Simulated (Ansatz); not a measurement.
**IF (iodine monofluoride): wB97M-V/STO-3G**

Aim: the electronic atomisation energy of IF (iodine monofluoride) at wB97M-V/STO-3G, from 3 runs. 

The results are computed with Ansatz 0.2.0.

38 further runs of the same task are left out: 9 that didn't finish, 29 set aside as unsound or not needed.

## (1) The molecule

IF: 2 atoms, total charge 0, spin state singlet. As SMILES, `FI`. Geometry: the measured bond length.

Bond lengths: F1–I2 1.910 Å.

## (2) A single-point energy at wB97M-V/STO-3G

Contents of run.yaml:

```yaml
basis:
  gaussian:
    orbitals: STO-3G
crystal:
  periodic: [false, false, false]
  atoms:
    - {symbol: F, position_ang: [0.000000, 0.000000, 0.000000]}
    - {symbol: I, position_ang: [0.000000, 0.000000, 1.909759]}
hamiltonian:
  xc: {name: wB97M-V}
accuracy: high
```

Launch:

```bash
$ ansatz run run.yaml --threads 1 --pin off --max-ram 2610MiB --events-out events.jsonl --progress --plain --runs-dir runs
```

What it wrote:

```text
Warning: RAYON_NUM_THREADS=1 ignored (pool sized by the plan → 1); use --threads N
Functional definition: wB97M-V
  name "wB97M-V"
  parameter omega = 0.3/bohr
  parameter cx = 0.15
  parameter cx01 = 1.007
  parameter cx10 = 0.259
  parameter css00 = 0.443
  parameter css04 = -1.437
  parameter css10 = -4.535
  parameter css20 = -3.390
  parameter css43 = 4.278
  parameter cos00 = 1.000
  parameter cos10 = 1.358
  parameter cos20 = 2.924
  parameter cos21 = -8.812
  parameter cos60 = -1.390
  parameter cos61 = 9.142
  parameter b = 6.0
  parameter c = 0.01
  gx(w, u) = 1 - cx + cx01*u + cx10*w
  gss(w, u) = css00 + css04*u^4 + css10*w + css20*w^2 + css43*w^4*u^3
  gos(w, u) = cos00 + cos10*w + (cos20 + cos21*u)*w^2 + (cos60 + cos61*u)*w^6
  exchange = spin_sum(e_x_unif_sr(omega)*gx(b97_w, b97_u_x)) + cx*exact_x_sr(omega) + exact_x_lr(omega)
  correlation = spin_sum(e_c_pw_mod_same_spin*gss(b97_w, b97_u_same))
      + integral(e_c_pw_mod_opposite_spin*gos(b97_w_opposite, b97_u_opposite)) + vv10(b, c)
414 factors; integrals over basis functions are off by at most 5.2e-9 eV
94 factors; integrals over basis functions are off by at most 1.6e-9 eV
mean field evaluation 1: about -189153.9030 eV, gradient 7.5e0 eV
mean field evaluation 2: about -189154.1644 eV, gradient 1.5e0 eV
mean field evaluation 4: about -189154.1735 eV, gradient 2.1e-2 eV
mean field evaluation 8: about -189154.1782 eV, gradient 1.1e-4 eV
mean field -189154.17819203 eV, -6951.2878352501 hartree, gradient 2.0e-8 eV, S^2 0.000000; 0 other end points of the search recorded, 0 dependent functions left out
reference -189154.17819346 eV, -6951.2878353029 hartree; 31, 31 occupied and 1, 1 virtual orbitals, 414 factors
Total energy: -189154.17819346 eV, -6951.2878353029 hartree
```

It took 11 s on 1 thread of Arm Neoverse V2, shared host; peak memory 0.23 GiB.

## (3) The F atom, same level

Contents of job.yaml:

```yaml
crystal:
  periodic: [false, false, false]
  atoms:
    - symbol: F
      position_ang: [0.000000, 0.000000, 0.000000]
basis:
  gaussian:
    orbitals: STO-3G
magnetization:
  spin_polarized: true
  initial_magnetization: 1
hamiltonian:
  xc: {name: wB97M-V}
accuracy: high
```

Launch:

```bash
$ ansatz run job.yaml --threads 1 --pin off --max-ram 2610MiB --events-out events.jsonl --progress --plain --runs-dir runs
```

What it wrote, shortened:

```text
Warning: RAYON_NUM_THREADS=1 ignored (pool sized by the plan → 1); use --threads N
[... 2 set-up lines as earlier in the session ...]
[...]
  gx(w, u) = 1 - cx + cx01*u + cx10*w
  gss(w, u) = css00 + css04*u^4 + css10*w + css20*w^2 + css43*w^4*u^3
  gos(w, u) = cos00 + cos10*w + (cos20 + cos21*u)*w^2 + (cos60 + cos61*u)*w^6
[...]
      + integral(e_c_pw_mod_opposite_spin*gos(b97_w_opposite, b97_u_opposite)) + vv10(b, c)
15 factors; integrals over basis functions are off by at most 1.2e-9 eV
14 factors; integrals over basis functions are off by at most 9.1e-10 eV
[...]
mean field -2674.40014389 eV, -98.2823925144 hartree, gradient 0.0e0 eV, S^2 0.750000; 0 other end points of the search recorded, 0 dependent functions left out
reference -2674.40014424 eV, -98.2823925273 hartree; 5, 4 occupied and 0, 1 virtual orbitals, 15 factors
Total energy: -2674.40014424 eV, -98.2823925273 hartree
```

Run time: 1.1 s. Hardware: 1 thread of Arm Neoverse V2, shared host; peak memory 0.15 GiB.

## (4) The I atom at the same level

Contents of run.yaml:

```yaml
crystal:
  periodic: [false, false, false]
  atoms:
    - {symbol: I, position_ang: [0.000000, 0.000000, 0.000000]}
basis:
  gaussian: {orbitals: STO-3G}
hamiltonian: {xc: {name: wB97M-V}}
magnetization: {spin_polarized: true, initial_magnetization: 1}
accuracy: high
```

Run the same way, it converges to -6852.91434 Eh (log not shown).

## (5) Outcome

Level: wB97M-V/STO-3G.

| quantity | value |
| --- | --- |
| molecule: total energy | -6951.28784 Eh |
| F atom: total energy | -98.28239 Eh |
| F atom: ⟨S²⟩ | 0.750 |
| I atom: total energy | -6852.91434 Eh |
| I atom: ⟨S²⟩ | 0.750 |
| electronic atomisation energy | 2.479 eV |

In words: Taking the molecule apart into free atoms costs 2.48 eV (57 kcal/mol), before zero-point energy and without spin-orbit coupling. In a minimal basis such a difference can be off by several eV, whatever the method. Relativity is left out (molecule) although the molecule holds a heavy atom. Relativity is left out (I atom) although the molecule holds a heavy atom.
